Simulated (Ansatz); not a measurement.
# C2H3BS (SMILES SB1C=C1): functionals against CCSD(T) at one geometry

An exercise on one series of results from a longer session: the logs are not shown, and one member is left open.

Program: Ansatz 0.2.0, Gaussian basis. Level of theory: single points in def2-TZVPP. These are calculated values, not measurements.

Correlated methods freeze the cores.

## The starting structure

7 atoms, charge 0, spin multiplicity 1.

Atoms are counted from 1 here; the program's logs count them from 0.

Bond lengths: S1–B2 1.755 Å, S1–H5 1.301 Å, B2–C3 1.478 Å, B2–C4 1.507 Å, C3–C4 1.342 Å, C3–H6 1.079 Å, C4–H7 1.086 Å. Angles: B2–S1–H5 98.1°, S1–B2–C3 153.5°, S1–B2–C4 153.0°, C3–B2–C4 53.4°, B2–C3–C4 64.4°, B2–C3–H6 157.6°, C4–C3–H6 138.0°, B2–C4–C3 62.2°, B2–C4–H7 158.1°, C3–C4–H7 139.7°.

Geometry (Å):

```mol
C2H3BS
  3D, bonds by distance, orders not assigned

  7  7  0  0  0  0  0  0  0  0999 V2000
   -1.9841    0.9542    0.0052 S   0  0
   -0.3630    0.2922    0.1221 B   0  0
    0.9711    0.1621    0.7442 C   0  0
    0.7506   -0.6197   -0.3241 C   0  0
   -2.3731    0.3020   -1.0517 H   0  0
    1.7631    0.3453    1.4542 H   0  0
    1.2592   -1.3735   -0.9184 H   0  0
  1  2  8  0
  1  5  8  0
  2  3  8  0
  2  4  8  0
  3  4  8  0
  3  6  8  0
  4  7  8  0
M  END
```

The first run:

Contents of run/in.yaml:

```yaml
crystal:
  periodic: [false, false, false]
  atoms:
    - {symbol: S, position_ang: [-1.984100, 0.954200, 0.005200]}
    - {symbol: B, position_ang: [-0.363000, 0.292200, 0.122100]}
    - {symbol: C, position_ang: [0.971100, 0.162100, 0.744200]}
    - {symbol: C, position_ang: [0.750600, -0.619700, -0.324100]}
    - {symbol: H, position_ang: [-2.373100, 0.302000, -1.051700]}
    - {symbol: H, position_ang: [1.763100, 0.345300, 1.454200]}
    - {symbol: H, position_ang: [1.259200, -1.373500, -0.918400]}
basis:
  gaussian: {orbitals: def2-TZVPP}
correlation: {method: ccsd_t}
output: {forces: true}
```

The command line of these runs was not kept.

Among the steps run: CCSD(T)/def2-TZVPP; PBE0-D4/def2-TZVPP; wB97M-V/def2-TZVPP; r2SCAN-D4/def2-TZVPP; PBE-D4/def2-TZVPP; BLYP-D4/def2-TZVPP; B97M-V/def2-TZVPP.

One table of the session follows, with a row left open; its other results are not shown here.

| method | RMS force component (eV/Å) | angle to CCSD(T) forces (°) | dipole (D) |
| --- | --- | --- | --- |
| CCSD(T) | 0.535 | reference | 1.44 |
| PBE0-D4 | 0.561 | 31.1 | 1.51 |
| wB97M-V | 0.555 | 28.0 | 1.47 |
| r2SCAN-D4 | ? | ? | ? |
| PBE-D4 | 0.574 | 22.3 | 1.43 |
| BLYP-D4 | 0.569 | 17.8 | 1.38 |
| B97M-V | 0.558 | 32.9 | 1.45 |

Estimate the missing values for r2SCAN-D4.

As computed: RMS force component (eV/Å): 0.544; angle to CCSD(T) forces (°): 26.5; dipole (D): 1.51. In the column «RMS force component (eV/Å)» it lies between CCSD(T) (0.535) and wB97M-V (0.555).
